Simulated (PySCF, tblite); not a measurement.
# C₃H₉GeNSi: geometry, infrared bands and NMR shifts

Aim: predict the infrared bands and NMR shifts of C₃H₉GeNSi (`CC#[C][GeH2][NH][SiH3]`).

Programs: tblite 0.8.0 and PySCF 2.14.0, with density-fitted response routines of our own. Each step states its level of theory. These are calculated values for one molecule in the gas phase, unless marked as measured. Atoms count from 0, in the outputs and in this text.

## 1. The molecule as given

15 atoms, charge 0, multiplicity 1; geometry from: force field or distance geometry start.

Bonds of the start (Å): C0–C1 1.47, C1–C2 1.20, C2–Ge3 1.89, Ge3–N4 1.85, N4–Si5 1.79, C0–H6 1.12, C0–H7 1.10, C0–H8 1.11, Ge3–H9 1.56, Ge3–H10 1.55, N4–H11 1.05, Si5–H12 1.47, Si5–H13 1.46, Si5–H14 1.48.

## 2. Relaxing the molecule with GFN2-xTB

Job settings and geometry (Å):

```
{"job": {"kind": "relax", "xc": "GFN2-xTB", "basis": "xTB"}, "charge": 0, "multiplicity": 1}
C      3.226500     0.903200    -0.125500
C      1.984300     0.205400     0.229900
C      0.985400    -0.382700     0.542500
Ge    -0.620300    -1.279000     0.997700
N     -1.857900    -1.147800    -0.376600
Si    -2.416100     0.555300    -0.441300
H      2.966700     1.796600    -0.744700
H      3.881900     0.231900    -0.701100
H      3.748900     1.229300     0.797200
H     -0.301600    -2.783300     1.257300
H     -1.210700    -0.677200     2.302600
H     -2.687300    -1.725000    -0.107700
H     -1.279100     1.439600    -0.732400
H     -3.425500     0.701400    -1.491500
H     -2.999700     0.940300     0.859400
```

Run with:

```sh
$ OMP_NUM_THREADS=1 python probes_run.py task.json out
```

One launch serves the whole session: the jobs run in the order shown.

**Question.** This job is followed by: GFN2-xTB harmonic vibrations, gas phase; GIAO PBE0/pcSseg-1 NMR shielding, non-relativistic, gas phase. Predict these results of the whole session: strongest single infrared mode (GFN2-xTB); zero-point energy (GFN2-xTB); ¹³C shifts against TMS (PBE0/pcSseg-1); ¹H shifts against TMS (PBE0/pcSseg-1, means over atoms taken as alike); ⁷³Ge shifts against GeMe4 (PBE0/pcSseg-1); ¹⁵N shifts against NH3 (PBE0/pcSseg-1); ²⁹Si shifts against TMS (PBE0/pcSseg-1).

The runs gave:

| quantity | value |
| --- | --- |
| strongest single infrared mode (GFN2-xTB) | 700 cm⁻¹, 558 km/mol |
| zero-point energy (GFN2-xTB) | 62.2 kcal/mol |
| ¹³C shifts against TMS (PBE0/pcSseg-1) | 113.7, 81.9, 6.0 ppm |
| ¹H shifts against TMS (PBE0/pcSseg-1, means over atoms taken as alike) | 4.92, 4.83, 2.10, -0.66 ppm |
| ⁷³Ge shifts against GeMe4 (PBE0/pcSseg-1) | -124 ppm |
| ¹⁵N shifts against NH3 (PBE0/pcSseg-1) | -7.9 ppm |
| ²⁹Si shifts against TMS (PBE0/pcSseg-1) | -55.9 ppm |

In words: Relaxing lowered the energy by 0.317 eV in 69 steps; the close pair that moved most is N4–Si5, from 1.793 to 1.730 Å. No mode is imaginary among the 39: a minimum at this level. The strongest single mode, at 700 cm⁻¹, moves mainly H9 and H10. GFN2-xTB is a fitted tight-binding method: band positions and strengths are rough. Its intensities can rank the bands wrongly. At PBE0/pcSseg-1: The widest tensor belongs to C1: span 293 ppm, with a paramagnetic part of -199 ppm. Spin-orbit coupling is left out, which matters for shieldings and couplings at and beside the heavy atoms.
